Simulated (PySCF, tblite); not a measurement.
**C₄H₁₃PSi₂: geometry, infrared bands and NMR shifts**

Aim: predict the infrared bands and NMR shifts of C₄H₁₃PSi₂ (`CC/C=C/[Si@H]([SiH3])P`).

Programs: tblite 0.8.0 and PySCF 2.14.0, with density-fitted response routines of our own. Each step states its level of theory. These are calculated values for one molecule in the gas phase, unless marked as measured. Atoms are numbered from 0 throughout.

### 1 Starting geometry

20 atoms, charge 0, multiplicity 1; geometry from: force field or distance geometry start.

Bonds of the start (Å): C0–C1 1.51, C1–C2 1.52, C2–C3 1.31, C3–Si4 1.81, Si4–Si5 2.21, Si4–P6 2.21, C0–H7 1.11, C0–H8 1.09, C0–H9 1.13, C1–H10 1.11, C1–H11 1.11, C2–H12 1.08, C3–H13 1.10, Si4–H14 1.48, Si5–H15 1.47, Si5–H16 1.50, Si5–H17 1.47, P6–H18 1.47, P6–H19 1.44.

### 2 Relaxing the molecule with GFN2-xTB

The job: settings as JSON, then the geometry in Å.

```
{"job": {"kind": "relax", "xc": "GFN2-xTB", "basis": "xTB"}, "charge": 0, "multiplicity": 1}
C     -3.062600    -0.734200    -0.423200
C     -2.309500     0.555300    -0.190200
C     -0.817900     0.368500    -0.412100
C     -0.043600     0.620100     0.613200
Si     1.748800     0.426400     0.456000
Si     2.550600     0.848800    -1.565000
P      2.244500    -1.649700     1.046000
H     -4.006300    -0.479500    -0.945900
H     -2.480500    -1.444100    -1.011800
H     -3.376700    -1.223600     0.544400
H     -2.540000     0.876200     0.846200
H     -2.721200     1.312700    -0.894100
H     -0.445800     0.063000    -1.381300
H     -0.437500     0.923900     1.597100
H      2.429000     1.338600     1.396000
H      2.379200     2.251700    -1.966300
H      4.031200     0.649800    -1.479500
H      2.093100    -0.107500    -2.586200
H      1.204500    -2.540700     0.515200
H      3.555400    -2.044900     0.609300
```

Command:

```console
OMP_NUM_THREADS=1 python probes_run.py task.json out
```

The driver reads the jobs from task.json and runs them one after another.

**Question.** This job is followed by: GFN2-xTB harmonic vibrations, gas phase; GIAO PBE0/pcSseg-1 NMR shielding, non-relativistic, gas phase. What will the session give for the following? strongest single infrared mode (GFN2-xTB); zero-point energy (GFN2-xTB); 13C shifts against TMS (PBE0/pcSseg-1); 1H shifts against TMS (PBE0/pcSseg-1, means over atoms taken as alike); 29Si shifts against TMS (PBE0/pcSseg-1); 31P shifts against H3PO4 (PBE0/pcSseg-1).

**Answer**, as computed:

```
                                                              quantity                                               value
                             strongest single infrared mode (GFN2-xTB)                                772 cm⁻¹, 358 km/mol
                                          zero-point energy (GFN2-xTB)                                       92.3 kcal/mol
                                13C shifts against TMS (PBE0/pcSseg-1)                        163.2, 130.5, 37.1, 16.5 ppm
1H shifts against TMS (PBE0/pcSseg-1, means over atoms taken as alike)  6.31, 6.10, 4.77, 3.51, 2.39, 2.12, 1.07, 0.91 ppm
                               29Si shifts against TMS (PBE0/pcSseg-1)                                   -55.9, -114.7 ppm
                              31P shifts against H3PO4 (PBE0/pcSseg-1)                                          -295.0 ppm
```

In words: Relaxing lowered the energy by 1.233 eV in 225 steps; the close pair that moved most is Si4–Si5, from 2.215 to 2.329 Å. All 54 modes are real, so the xTB geometry is a minimum. The strongest single mode, at 772 cm⁻¹, has its largest shares on H17, C3, H15 and H16 (the list is cut at 4 atoms). Unscaled tight-binding wavenumbers are off by several per cent, some by more. Its intensities can rank the bands wrongly. At PBE0/pcSseg-1: The widest tensor belongs to C2: span 246 ppm, with a paramagnetic part of -235 ppm.
